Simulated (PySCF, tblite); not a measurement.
# C₄H₉FNSi₂ radical: geometry, infrared bands and EPR parameters

Wanted: the infrared bands and EPR parameters of C₄H₉FNSi₂ radical (`C#C[SiH2][CH][Si@@H](F)NC`), by calculation.

Programs: tblite 0.8.0 and PySCF 2.14.0, with density-fitted response routines of our own. Each step states its level of theory. These are calculated values for one molecule in the gas phase, unless marked as measured. Atoms count from 0, in the outputs and in this text.

## (1) The starting structure

17 atoms, charge 0, multiplicity 2; geometry from: force field or distance geometry start.

Bonds of the start (Å): C0–C1 1.21, C1–Si2 1.87, Si2–C3 1.80, C3–Si4 1.79, Si4–F5 1.60, Si4–N6 1.70, N6–C7 1.45, C0–H8 1.06, Si2–H9 1.48, Si2–H10 1.49, C3–H11 1.07, Si4–H12 1.48, N6–H13 1.01, C7–H14 1.10, C7–H15 1.10, C7–H16 1.10.

## (2) Geometry optimisation with GFN2-xTB

Job settings and geometry (Å):

```
{"job": {"kind": "relax", "xc": "GFN2-xTB", "basis": "xTB"}, "charge": 0, "multiplicity": 2}
C      4.490600     0.756700    -1.698500
C      3.504400     0.921700    -1.020700
Si     1.997100     1.155100     0.059900
C      0.590000     0.241100    -0.597700
Si    -0.784900    -0.005600     0.519000
F     -1.447500     1.411700     0.844500
N     -1.980200    -0.883000    -0.312000
C     -3.144700    -1.452400     0.344500
H      5.350400     0.616900    -2.306000
H      2.292000     0.718200     1.443400
H      1.650600     2.599600     0.100900
H      0.614900    -0.207700    -1.572100
H     -0.434800    -0.722100     1.761200
H     -2.294800    -0.296000    -1.075000
H     -3.792700    -0.673400     0.780300
H     -2.871100    -2.166700     1.137000
H     -3.746100    -2.002000    -0.393300
```

Started as:

```sh
OMP_NUM_THREADS=1 python probes_run.py task.json out
```

This one command runs all jobs of the session in turn.

What it wrote:

```text
step      E/eV     max force
  0    -657.71232    1.873
  1    -657.82113    0.727
  2    -657.84528    1.869
  3    -657.86672    0.975
  4    -657.88432    0.385
  5    -657.91055    0.353
  6    -657.93872    0.610
  7    -657.96216    0.553
  8    -657.98055    0.413
  9    -657.99429    0.206
 10    -658.00100    0.279
 11    -658.00590    0.248
 12    -658.00984    0.211
 13    -658.01356    0.180
 14    -658.01786    0.216
 15    -658.02222    0.204
 16    -658.02645    0.159
 17    -658.02976    0.113
 18    -658.03165    0.096
 19    -658.03273    0.080
 20    -658.03363    0.076
 21    -658.03451    0.078
 22    -658.03550    0.118
 23    -658.03646    0.121
 24    -658.03726    0.076
 25    -658.03794    0.086
 26    -658.03872    0.086
 27    -658.03994    0.120
 28    -658.04171    0.134
 29    -658.04345    0.105
 30    -658.04486    0.112
 31    -658.04629    0.107
 32    -658.04832    0.141
 33    -658.05076    0.159
 34    -658.05273    0.108
 35    -658.05387    0.081
 36    -658.05465    0.072
 37    -658.05567    0.091
 38    -658.05711    0.109
 39    -658.05874    0.104
 40    -658.06033    0.112
 41    -658.06195    0.108
 42    -658.06378    0.128
 43    -658.06572    0.142
 44    -658.06733    0.099
 45    -658.06812    0.183
 46    -658.06968    0.106
 47    -658.07113    0.104
 48    -658.07381    0.100
 49    -658.07496    0.090
 50    -658.07585    0.058
 51    -658.07644    0.055
 52    -658.07714    0.063
 53    -658.07780    0.054
 54    -658.07834    0.053
 55    -658.07880    0.061
 56    -658.07918    0.066
 57    -658.07957    0.050
 58    -658.07992    0.044
 59    -658.08041    0.049
 60    -658.08063    0.051
 61    -658.08099    0.042
 62    -658.08121    0.037
 63    -658.08137    0.026
 64    -658.08149    0.029
 65    -658.08166    0.037
 66    -658.08188    0.044
 67    -658.08211    0.032
 68    -658.08224    0.023
 69    -658.08232    0.021
 70    -658.08243    0.026
 71    -658.08260    0.034
 72    -658.08282    0.036
 73    -658.08305    0.039
 74    -658.08325    0.033
 75    -658.08345    0.032
 76    -658.08375    0.040
 77    -658.08414    0.044
 78    -658.08447    0.037
 79    -658.08464    0.032
 80    -658.08474    0.030
 81    -658.08488    0.029
 82    -658.08509    0.035
 83    -658.08533    0.035
 84    -658.08547    0.021
 85    -658.08553    0.016
 86    -658.08557    0.015
 87    -658.08563    0.018
 88    -658.08575    0.024
 89    -658.08588    0.022
 90    -658.08596    0.017
 91    -658.08602    0.018
 92    -658.08608    0.021
 93    -658.08619    0.036
 94    -658.08639    0.047
 95    -658.08665    0.048
 96    -658.08686    0.027
 97    -658.08699    0.024
 98    -658.08709    0.026
 99    -658.08723    0.034
100    -658.08743    0.049
101    -658.08766    0.042
102    -658.08784    0.037
103    -658.08798    0.040
104    -658.08808    0.020
105    -658.08817    0.028
106    -658.08825    0.055
107    -658.08832    0.037
108    -658.08838    0.034
109    -658.08844    0.018
110    -658.08856    0.021
111    -658.08868    0.023
112    -658.08882    0.027
113    -658.08893    0.025
114    -658.08901    0.020
115    -658.08906    0.017
116    -658.08910    0.020
117    -658.08918    0.024
118    -658.08931    0.027
119    -658.08944    0.020
120    -658.08952    0.016
121    -658.08957    0.016
122    -658.08961    0.016
123    -658.08967    0.017
124    -658.08977    0.021
125    -658.08988    0.024
126    -658.08999    0.021
127    -658.09009    0.023
128    -658.09017    0.026
129    -658.09026    0.027
130    -658.09035    0.020
131    -658.09048    0.028
132    -658.09061    0.032
133    -658.09077    0.033
134    -658.09091    0.027
135    -658.09101    0.018
136    -658.09108    0.018
137    -658.09114    0.021
138    -658.09120    0.021
139    -658.09124    0.019
140    -658.09130    0.023
141    -658.09136    0.018
142    -658.09143    0.019
143    -658.09149    0.015
144    -658.09153    0.016
145    -658.09157    0.018
146    -658.09161    0.014
147    -658.09166    0.015
148    -658.09169    0.015
149    -658.09172    0.012
150    -658.09174    0.013
151    -658.09177    0.017
152    -658.09181    0.016
153    -658.09184    0.011
154    -658.09186    0.011
155    -658.09186    0.008
```

It took 1.3 s on 1 thread of Arm Neoverse V1, shared host.

Relaxation path: (not every step is listed)

| step | energy from step 0 (eV) | largest force (eV/Å) |
| --- | --- | --- |
| 0 | 0.0000 | 1.8735 |
| 1 | -0.1088 | 0.7269 |
| 2 | -0.1330 | 1.8688 |
| 3 | -0.1544 | 0.9748 |
| 4 | -0.1720 | 0.3852 |
| 5 | -0.1982 | 0.3533 |
| 6 | -0.2264 | 0.6099 |
| 7 | -0.2498 | 0.5528 |
| 8 | -0.2682 | 0.4130 |
| 22 | -0.3232 | 0.1184 |
| 36 | -0.3423 | 0.0717 |
| 50 | -0.3635 | 0.0584 |
| 64 | -0.3692 | 0.0288 |
| 78 | -0.3722 | 0.0375 |
| 92 | -0.3738 | 0.0206 |
| 106 | -0.3759 | 0.0553 |
| 120 | -0.3772 | 0.0163 |
| 134 | -0.3786 | 0.0272 |
| 148 | -0.3794 | 0.0146 |
| 150 | -0.3794 | 0.0134 |
| 151 | -0.3795 | 0.0167 |
| 152 | -0.3795 | 0.0160 |
| 153 | -0.3795 | 0.0110 |
| 154 | -0.3795 | 0.0109 |
| 155 | -0.3795 | 0.0076 |

Distances of close pairs at the start and the end, largest changes first:

| bond | before (Å) | after (Å) | change (Å) |
| --- | --- | --- | --- |
| C3–Si4 | 1.788 | 1.849 | +0.061 |
| Si2–C3 | 1.802 | 1.862 | +0.060 |
| Si4–F5 | 1.598 | 1.627 | +0.029 |
| Si4–H12 | 1.476 | 1.458 | -0.018 |
| C1–Si2 | 1.869 | 1.854 | -0.016 |
| Si2–H10 | 1.486 | 1.471 | -0.015 |
| Si4–N6 | 1.700 | 1.714 | +0.014 |
| C7–H15 | 1.101 | 1.087 | -0.014 |

The final coordinates are the input of the step that follows.

## (3) Infrared spectrum with GFN2-xTB

Job settings and geometry (Å):

```
{"job": {"kind": "ir", "xc": "GFN2-xTB", "basis": "xTB"}, "charge": 0, "multiplicity": 2}
C      4.369472     0.876714    -1.845281
C      3.439810     1.061238    -1.106082
Si     2.007884     1.343846     0.036676
C      0.741883     0.029187    -0.334489
Si    -0.712608    -0.359839     0.738634
F     -1.093042     0.999541     1.546709
N     -1.984754    -0.909327    -0.270101
C     -3.318690    -1.203379     0.193833
H      5.185721     0.715986    -2.490347
H      2.486522     1.233088     1.422181
H      1.479925     2.690891    -0.227938
H      0.908522    -0.605275    -1.192611
H     -0.545704    -1.316141     1.826968
H     -1.967696    -0.680204    -1.251251
H     -3.975324    -0.327336     0.153267
H     -3.266438    -1.540045     1.226537
H     -3.762479    -1.996916    -0.411362
```

What it wrote:

```text
mode    cm-1     km/mol
  1      16.6      0.78
  2      33.5      0.05
  3      58.5      0.16
  4      71.7      1.49
  5     103.0      3.32
  6     114.6      3.34
  7     155.4      3.73
  8     208.9      2.71
  9     218.4      3.54
 10     261.5     25.67
 11     262.8     12.13
 12     324.5      8.48
 13     394.6      1.02
 14     449.9     88.58
 15     488.8    166.51
 16     545.8      3.83
 17     616.3    133.22
 18     648.1      9.14
 19     677.7     43.68
 20     681.9    104.35
 21     682.8    109.75
 22     718.5    244.24
 23     722.7     94.91
 24     754.1     43.05
 25     772.8    261.51
 26     835.1    220.80
 27     922.1     96.00
 28    1067.2     54.40
 29    1105.7      1.87
 30    1111.4    145.91
 31    1161.2     32.54
 32    1363.1     41.50
 33    1422.4      6.66
 34    1488.1      3.11
 35    1500.1      3.68
 36    2172.1    357.30
 37    2195.5    175.64
 38    2211.7     31.60
 39    2280.9    264.41
 40    2913.1     67.77
 41    2967.1     71.29
 42    3032.4     26.45
 43    3062.1     20.61
 44    3348.7      5.13
 45    3461.4      7.50
```

Run time: 0.75 s. Hardware: 1 thread of Arm Neoverse V1, shared host.

Which atoms move in the most intense modes:

| cm⁻¹ | km/mol | atoms |
| --- | --- | --- |
| 489 | 166.5 | C3 24 %, H11 19 %, H10 19 %, H9 17 % |
| 718 | 244.2 | H12 27 %, H9 20 %, H10 18 %, Si2 14 % |
| 773 | 261.5 | H9 38 %, H10 37 % |
| 835 | 220.8 | Si4 42 %, N6 23 %, C7 10 %, F5 10 % |
| 1111 | 145.9 | H11 51 %, C3 40 % |
| 2172 | 357.3 | H10 64 %, H9 32 % |
| 2196 | 175.6 | H9 64 %, H10 32 % |
| 2281 | 264.4 | H12 97 % |

## (4) EPR parameters: B3LYP/pcH-1

The job, as its differences from that of step 3:

```diff
@@ -1,2 +1,2 @@
-{"job": {"kind": "ir", "xc": "GFN2-xTB", "basis": "xTB"}, "charge": 0, "multiplicity": 2}
+{"job": {"kind": "epr", "basis": "pcH-1"}, "charge": 0, "multiplicity": 2}
 C      4.369472     0.876714    -1.845281
```

Level: UKS B3LYP, pcH-1 on C F H N Si, non-relativistic, mean-field spin-orbit, GIAO.

What it wrote:

```text
UKS, coarse grid
  cycle   1  E = -891.33235074  |g| = 5.68e-01
  cycle   2  E = -891.22484925  |g| = 8.15e-01
  cycle   3  E = -891.44993104  |g| = 9.51e-02
  cycle   4  E = -891.45242260  |g| = 4.72e-02
  cycle   5  E = -891.45321635  |g| = 2.67e-02
  cycle   6  E = -891.45356165  |g| = 5.10e-03
  cycle   7  E = -891.45357578  |g| = 1.53e-03
  cycle   8  E = -891.45357635  |g| = 8.43e-04
UKS, final grid
  cycle   1  E = -891.45361201  |g| = 1.24e-03
  cycle   2  E = -891.45361089  |g| = 2.06e-03
  cycle   3  E = -891.45361264  |g| = 3.34e-04
  cycle   4  E = -891.45361269  |g| = 6.84e-05
  cycle   5  E = -891.45361269  |g| = 3.69e-05
  cycle   6  E = -891.45361269  |g| = 9.91e-06
E = -891.45361269 Eh   <S^2> = 0.7532 (exact 0.7500)
g shifts (ppm)      1          2          3
  rmc          -119       -119       -119
  gc              3         28         30
  oz_so          99        404        741
  total         -17        312        652
hyperfine (MHz)  atom isotope    a_iso     a_fc   dipolar eigenvalues
    0   13C      -0.42      -0.42     -0.66     -0.13      0.79
    1   13C       1.01       1.01     -0.72     -0.44      1.16
    2  29Si      46.62      46.69     -2.18      0.47      1.72
    3   13C      74.92      75.03    -71.95    -71.01    142.96
    4  29Si      43.78      43.83     -1.36     -0.54      1.90
    5   19F       4.03       4.01     -7.29     -4.40     11.69
    6   14N       3.53       3.53     -1.33     -1.02      2.35
    7   13C      -0.80      -0.80     -0.54     -0.38      0.91
    8    1H       0.28       0.28     -0.57     -0.47      1.04
    9    1H      53.76      53.76     -3.17     -1.93      5.10
   10    1H      72.00      72.00     -3.41     -1.54      4.95
   11    1H     -53.98     -53.98    -34.78     -0.61     35.38
   12    1H      36.76      36.76     -3.33     -1.48      4.81
   13    1H      -1.30      -1.30     -3.84     -0.80      4.64
   14    1H       2.49       2.49     -0.89     -0.80      1.69
   15    1H       0.50       0.50     -1.04     -0.57      1.60
   16    1H       2.79       2.79     -0.83     -0.52      1.35
```

Wall time 2.5 min (1 thread of Arm Neoverse V1, shared host); peak memory 1.1 GiB.

Principal g values 2.00230, 2.00263, 2.00297; g(iso) = 2.00264, against 2.00232 for a free electron.

Mean a(iso) over the nuclei that a row names, and the largest dipolar term of the row (other rows stand at the frozen geometry):

| nuclei | isotope | a(iso) (MHz) | a(iso) (G, at g = 2.0023) | largest dipolar term (MHz) |
| --- | --- | --- | --- | --- |
| C3 | 13C | 74.9 | 26.7 | 143.0 |
| H10 | 1H | 72.0 | 25.7 | 5.0 |
| H11 | 1H | -54.0 | -19.3 | 35.4 |
| H9 | 1H | 53.8 | 19.2 | 5.1 |
| Si2 | 29Si | 46.6 | 16.6 | -2.2 |
| Si4 | 29Si | 43.8 | 15.6 | 1.9 |
| H12 | 1H | 36.8 | 13.1 | 4.8 |
| F5 | 19F | 4.0 | 1.4 | 11.7 |
| N6 | 14N | 3.5 | 1.3 | 2.3 |
| H14, H15, H16 | 1H | 1.9 | 0.7 | 1.7 |
| H13 | 1H | -1.3 | -0.5 | 4.6 |
| C1 | 13C | 1.0 | 0.4 | 1.2 |
| C7 | 13C | -0.8 | -0.3 | 0.9 |
| C0 | 13C | -0.4 | -0.1 | 0.8 |

Mulliken spin populations:

C0 0.00; C1 0.00; Si2 -0.04; C3 0.99; Si4 -0.02; F5 0.00; N6 0.02; C7 0.00; H8 0.00; H9 0.03; H10 0.04; H11 -0.04; H12 0.02; H13 0.00; H14 0.00; H15 0.00; H16 0.00

In first order the couplings over 0.8 MHz of 1H, 19F, 14N give 714 distinct lines over 83.7 G, if the averaged nuclei exchange fast.

The fields below are evaluated on a grid from the run's orbitals.

ELF in a plane through or near 9 of the atoms.

Values, 10 rows by 14 columns:
```
0.00 0.00 0.00 0.00 0.00 0.00 0.00 0.00 0.00 0.00 0.00 0.00 0.00 0.00
0.00 0.00 0.00 0.00 0.09 0.45 0.00 0.02 0.05 0.00 0.00 0.00 0.00 0.00
0.00 0.00 0.00 0.00 0.75 0.99 0.02 0.42 0.63 0.01 0.00 0.00 0.00 0.00
0.00 0.00 0.01 0.05 0.36 0.72 0.08 0.42 0.70 0.00 0.17 0.01 0.00 0.00
0.00 0.00 0.33 0.64 0.91 0.37 0.78 0.32 0.18 0.11 0.87 0.07 0.00 0.00
0.00 0.01 0.49 0.87 0.31 0.28 0.48 0.79 0.84 0.83 0.29 0.06 0.00 0.00
0.00 0.09 0.99 0.31 0.68 0.02 0.99 0.10 0.65 0.36 1.00 0.87 0.00 0.00
0.00 0.03 0.98 0.44 0.35 0.00 0.83 0.01 0.22 0.02 0.96 0.62 0.00 0.00
0.00 0.00 0.01 0.01 0.00 0.00 0.00 0.00 0.00 0.00 0.00 0.00 0.00 0.00
0.00 0.00 0.00 0.00 0.00 0.00 0.00 0.00 0.00 0.00 0.00 0.00 0.00 0.00
```
The map spans 16.2 Å across and 9.2 Å up, centred on the molecule. Atoms in the plane (x, y in Å): C0 (-4.7, -1.0), C1 (-3.7, -0.2), C3 (-0.7, -0.2), Si4 (0.9, 0.6), N6 (2.1, -0.6), C7 (3.5, -0.4), H8 (-5.5, -1.6), H11 (-0.9, -1.2), H16 (4.1, -1.3).

On the surface of density 0.002 e/bohr³ the electrostatic potential runs, from the 1st to the 99th percentile, from -1.20 V near F5 to 1.62 V near H13.

The spin density lies nearest to C3 73 %; H11 7 %.

## (5) Outcome

| quantity | value |
| --- | --- |
| strongest single infrared mode (GFN2-xTB) | 2172 cm⁻¹, 357 km/mol |
| zero-point energy (GFN2-xTB) | 70.9 kcal/mol |
| g(iso) (B3LYP) | 2.00264 |
| ⟨S²⟩ | 0.753 (exact 0.75) |
| largest a(iso) (averaged by class) | 13C on C3, 74.9 MHz |
| surface potential, 1st and 99th percentile | -1.20 V and 1.62 V |

Over 155 steps the energy fell by 0.380 eV; of the close pairs, C3–Si4 changed most, 1.788 to 1.849 Å. All 45 modes are real, so the xTB geometry is a minimum. The strongest single mode, at 2172 cm⁻¹, moves mainly H10 and H9. GFN2-xTB is a fitted tight-binding method: band positions and strengths are rough. Its intensities can rank the bands wrongly. C3 carries the largest spin population, 0.99 e. The isotropic g lies 0.3 ppt above the free-electron value.
